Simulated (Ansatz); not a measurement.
# CH5F2NSi: one species, many methods

The task here is to estimate one member of a computed series from the others.

Computed with Ansatz 0.2.0, Gaussian basis. Level: functionals in def2-TZVPP, the program's frozen cores in correlated methods.

Levels to be run: PBE-D4, r2SCAN-D4, PBE0-D4, B3LYP-D4, ωB97X-V, ωB97M-V, B2PLYP; CCSD(T)/def2-TZVPP; MP2/def2-QZVPP; extrapolation to the limit.

## The relaxed structure

The geometry comes from an earlier relaxation with PBE0-D4 in a triple-zeta def2 set; it is a stationary point, not always the lowest conformer.

SMILES `N[SiH](F)CF`, 10 atoms, charge 0, spin multiplicity 1.

Atoms are counted from 1 here; the program's logs count them from 0.

Bond lengths: N1–Si2 1.691 Å, N1–H6 1.006 Å, N1–H7 1.007 Å, Si2–F3 1.605 Å, Si2–C4 1.885 Å, Si2–H8 1.481 Å, C4–F5 1.397 Å, C4–H9 1.095 Å, C4–H10 1.094 Å. Angles: Si2–N1–H6 122.9°, Si2–N1–H7 120.0°, H6–N1–H7 112.3°, N1–Si2–F3 114.6°, N1–Si2–C4 106.7°, N1–Si2–H8 110.3°, F3–Si2–C4 107.5°, F3–Si2–H8 105.3°, C4–Si2–H8 112.5°, Si2–C4–F5 109.4°, Si2–C4–H9 111.0°, Si2–C4–H10 112.3°, F5–C4–H9 107.9°, F5–C4–H10 108.0°, H9–C4–H10 108.0°.

Coordinates:

```xyz
10
CH5F2NSi
N    -1.20850   -0.23260    0.99375
Si    0.39171   -0.42578    0.48075
F     1.48490    0.27075    1.42640
C     0.51733    0.37911   -1.21958
F    -0.23383    1.55692   -1.23335
H    -1.58472   -0.70423    1.79841
H    -1.70768    0.61589    0.77995
H     0.75418   -1.86154    0.45759
H     0.12074   -0.28189   -1.99756
H     1.54887    0.63227   -1.48345
```

The first run:

in.yaml

```yaml
crystal:
  periodic: [false, false, false]
  atoms:
    - {symbol: N, position_ang: [-1.208502, -0.232600, 0.993747]}
    - {symbol: Si, position_ang: [0.391705, -0.425784, 0.480748]}
    - {symbol: F, position_ang: [1.484903, 0.270753, 1.426398]}
    - {symbol: C, position_ang: [0.517334, 0.379113, -1.219584]}
    - {symbol: F, position_ang: [-0.233834, 1.556920, -1.233352]}
    - {symbol: H, position_ang: [-1.584715, -0.704233, 1.798409]}
    - {symbol: H, position_ang: [-1.707680, 0.615895, 0.779951]}
    - {symbol: H, position_ang: [0.754177, -1.861541, 0.457594]}
    - {symbol: H, position_ang: [0.120744, -0.281893, -1.997556]}
    - {symbol: H, position_ang: [1.548869, 0.632270, -1.483455]}
basis:
  gaussian: {orbitals: def2-TZVPP}
hamiltonian: {xc: pbe, dispersion: d4}
output: {forces: true, orbitals: {seedname: orbitals}}
```

On the command line:

```sh
ansatz run in.yaml --threads 4 --pin off --events-out ev --progress --plain --max-ram 10444MiB
```

Among the steps run: PBE-D4 (GGA); r2SCAN-D4 (meta-GGA); PBE0-D4 (hybrid); B3LYP-D4 (hybrid); ωB97X-V (range-separated); ωB97M-V (range-separated); B2PLYP (double hybrid); CCSD(T) in def2-TZVPP; MP2 in def2-QZVPP.

One of the session's tables, all rows but one given; the rest of the session is left out.

| method | atomisation energy (kJ/mol) |
| --- | --- |
| PBE-D4 | 3771.2 |
| r2SCAN-D4 | 3703.5 |
| PBE0-D4 | 3688.9 |
| B3LYP-D4 | 3709.1 |
| ωB97X-V | 3727.9 |
| ωB97M-V | 3725.8 |
| B2PLYP | 3673.4 |
| HF/def2-TZVPP | ? |
| MP2/def2-TZVPP | 3681.7 |
| CCSD/def2-TZVPP | 3553.2 |
| CCSD(T)/def2-TZVPP | 3605.5 |
| MP2/CBS | 3795.9 |
| CCSD(T)/CBS | 3719.7 |

Estimate the missing values for HF/def2-TZVPP.

As computed: atomisation energy (kJ/mol): 2658.4. In the column «atomisation energy (kJ/mol)» it is the lowest.
